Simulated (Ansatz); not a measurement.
# AlFH₃NTe: basis-set convergence

One table from this session's results is given with a row withheld; the runs are named, their logs left out.

Method: one geometry, several basis sets; program: Ansatz 0.2.0, Gaussian basis.

Plan: PBE0-D4/def2-SVP; ωB97M-V/def2-SVP; PBE0-D4/def2-QZVPP; ωB97M-V/def2-QZVPP; the functionals' def2-TZVPP values are taken from earlier runs.

### The geometry

An earlier PBE0-D4 in a triple-zeta def2 set relaxation fixed the geometry. Te takes the def2 core potential; no spin-orbit term is included.

SMILES `[NH2][Al]([F])[TeH]`, 7 atoms, charge 0, spin multiplicity 1.

Atoms are counted from 1 here; the program's logs count them from 0.

Bond lengths: N1–Al2 1.754 Å, N1–H5 1.007 Å, N1–H6 1.006 Å, Al2–F3 1.648 Å, Al2–Te4 2.519 Å, Te4–H7 1.657 Å. Angles: Al2–N1–H5 124.1°, Al2–N1–H6 125.3°, H5–N1–H6 110.6°, N1–Al2–F3 118.6°, N1–Al2–Te4 122.3°, F3–Al2–Te4 119.1°, Al2–Te4–H7 88.7°.

Set-up of the first run:

in.yaml reads:

```yaml
crystal:
  periodic: [false, false, false]
  atoms:
    - {symbol: N, position_ang: [-0.734070, 0.872081, 1.039555]}
    - {symbol: Al, position_ang: [0.355096, -0.038340, 0.008942]}
    - {symbol: F, position_ang: [1.973653, 0.033174, 0.313266]}
    - {symbol: Te, position_ang: [-0.469086, -1.446704, -1.910082]}
    - {symbol: H, position_ang: [-0.434458, 1.438300, 1.816689]}
    - {symbol: H, position_ang: [-1.734790, 0.906511, 0.940514]}
    - {symbol: H, position_ang: [1.104954, -1.832923, -2.254484]}
basis:
  gaussian: {orbitals: def2-SVP}
hamiltonian: {xc: pbe0, dispersion: d4}
output: {orbitals: {seedname: orbitals}}
```

Command:

```
$ ansatz run in.yaml --threads 2 --pin off --events-out ev --progress --plain --max-ram 4352MiB
```

Steps of the session up to this table: PBE0-D4 in def2-SVP; ωB97M-V in def2-SVP; PBE0-D4 in def2-QZVPP; ωB97M-V in def2-QZVPP.

One of the session's tables, all rows but one given; the rest of the session is left out.

It belongs to the step «Functionals by basis». 

```
functional       basis  HOMO (eV)
   PBE0-D4    def2-SVP      -6.63
   PBE0-D4  def2-TZVPP      -6.77
   PBE0-D4  def2-QZVPP          ?
   ωB97M-V    def2-SVP      -8.65
   ωB97M-V  def2-TZVPP      -8.81
   ωB97M-V  def2-QZVPP      -8.85
```

Estimate the missing values for PBE0-D4, def2-QZVPP.

**Answer.** HOMO (eV): -6.80. In the column «HOMO (eV)» it lies between ωB97M-V, def2-SVP (-8.65) and PBE0-D4, def2-TZVPP (-6.77).
